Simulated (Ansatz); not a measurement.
SrAs2Ru2:

```xyz
5
Lattice="-2.0874 2.0874 5.7005 2.0874 -2.0874 5.7005 2.0874 2.0874 -5.7005" Properties=species:S:1:pos:R:3 pbc="T T T"
Ru    0.0000    2.0874    2.8502
Ru    2.0874    0.0000    2.8502
Sr    0.0000    0.0000    0.0000
As    0.0000    0.0000    4.0676
As    0.0000    0.0000    7.3334
```

The cell is a database's computed one.

* Program: Ansatz 0.2.0
* Task: relaxation of cell and atoms
* Functional: revPBE
* Dispersion: D3(BJ)
* Potentials or basis: Ansatz PAW
* Cutoff: 420 eV (not typed: the program's choice for these potentials)
* k mesh: 9 × 9 × 9
* Occupations: fermi-dirac, width 0.05 eV
* Spin: no spin polarisation

At the start: volume 19.87 Å³/atom.

Where does the relaxation end?

It ends after 7 steps and the volume is 18.45 Å³/atom (-7.1 %); space group I4/mmm (No. 139, to 0.05 Å).

Step by step:
| step | energy change (eV) | largest force (eV/Å) | volume (Å³) |
| --- | --- | --- | --- |
| 1 | 0.0000 | 0.4260 | 99.35 |
| 2 | -0.0736 | 0.3813 | 91.06 |
| 3 | -0.1166 | 0.0916 | 93.09 |
| 4 | -0.1255 | 0.0066 | 92.50 |
| 5 | -0.1258 | 0.0012 | 92.21 |
| 6 | -0.1258 | 0.0002 | 92.26 |
| 7 | -0.1242 | 0.0000 | 92.26 |

Final structure:
```
CELL_PARAMETERS angstrom
-2.08816 2.08816 5.28965
2.08816 -2.08816 5.28965
2.08816 2.08816 -5.28965
ATOMIC_POSITIONS crystal
Ru 0.75000 0.25000 0.50000
Ru 0.25000 0.75000 0.50000
Sr 0.00000 0.00000 0.00000
As 0.36542 0.36542 0.00000
As 0.63458 0.63458 0.00000
```

Caveat: the plane-wave basis is chosen anew once the cell has moved, so the energies of steps on either side of that aren't comparable; the PAW data sets come from PBE, with cores solved anew for the run's functional, which leaves a small shift of forces and pressure.
